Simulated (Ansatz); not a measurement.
# C₂H₃F₃OSi: geometry optimisation

Aim: relax C₂H₃F₃OSi from a cheap starting geometry.

Program: Ansatz 0.2.0, Gaussian basis. Level of theory: RKS PBE0-D4/def2-TZVP. These are calculated values, not measurements.

Plan: relaxation at PBE0-D4/def2-TZVP.

1 further run of the same task is left out (set aside as unsound or not needed).

## (1) Starting geometry

SMILES `C=CO[Si](F)(F)F`, 10 atoms, charge 0, spin multiplicity 1.

Atoms are counted from 1 here; the program's logs count them from 0.

Bond lengths: C1–C2 1.317 Å, C1–H8 1.073 Å, C1–H9 1.075 Å, C2–O3 1.362 Å, C2–H10 1.082 Å, O3–Si4 1.583 Å, Si4–F5 1.577 Å, Si4–F6 1.582 Å, Si4–F7 1.577 Å. Angles: C2–C1–H8 120.5°, C2–C1–H9 121.8°, H8–C1–H9 117.7°, C1–C2–O3 125.5°, C1–C2–H10 123.7°, O3–C2–H10 110.8°, C2–O3–Si4 140.5°, O3–Si4–F5 108.8°, O3–Si4–F6 117.5°, O3–Si4–F7 109.8°, F5–Si4–F6 106.6°, F5–Si4–F7 107.4°, F6–Si4–F7 106.3°.

The start is a GFN2-xTB geometry.

## (2) Relaxation at PBE0-D4/def2-TZVP

Input file in.yaml:

```yaml
crystal:
  periodic: [false, false, false]
  atoms:
    - {symbol: C, position_ang: [-0.186310, 1.014730, -1.433020]}
    - {symbol: C, position_ang: [0.852460, 0.504000, -0.805320]}
    - {symbol: O, position_ang: [0.797400, -0.269270, 0.314810]}
    - {symbol: Si, position_ang: [-0.257010, -0.900880, 1.312510]}
    - {symbol: F, position_ang: [0.115050, -0.470100, 2.783270]}
    - {symbol: F, position_ang: [-1.778950, -0.523760, 1.102420]}
    - {symbol: F, position_ang: [-0.176860, -2.474900, 1.247550]}
    - {symbol: H, position_ang: [-0.049710, 1.617550, -2.310390]}
    - {symbol: H, position_ang: [-1.192860, 0.850150, -1.091760]}
    - {symbol: H, position_ang: [1.876790, 0.652490, -1.120080]}
basis:
  gaussian: {orbitals: def2-TZVP}
hamiltonian: {xc: pbe0, dispersion: d4}
relax: {f_tol: 0.005, max_steps: 150}
```

Command:

```sh
ansatz run in.yaml --threads 2 --pin off --events-out ev --progress --plain --max-ram 32768MiB --backend cuda --devices 0, --max-vram 18GiB
```

Q: Predict the results of all the runs planned. Wanted: point group; shift from the start; total energy; dispersion term; dipole moment.

**Answer**, as computed:

```
                  quantity           value
               point group              Cs
                     steps              37
shift from the start (rms)         0.598 Å
              total energy  -20194.3460 eV
           dispersion term        -198 meV
             dipole moment          1.77 D
```

The relaxed geometry lies 0.60 Å (rms) from the start; the bond that changed most is O3–Si4, from 1.583 to 1.609 Å. No vibrations were run, so it is not proven to be a minimum. The largest Mulliken charge, +0.92 e, sits on Si4.
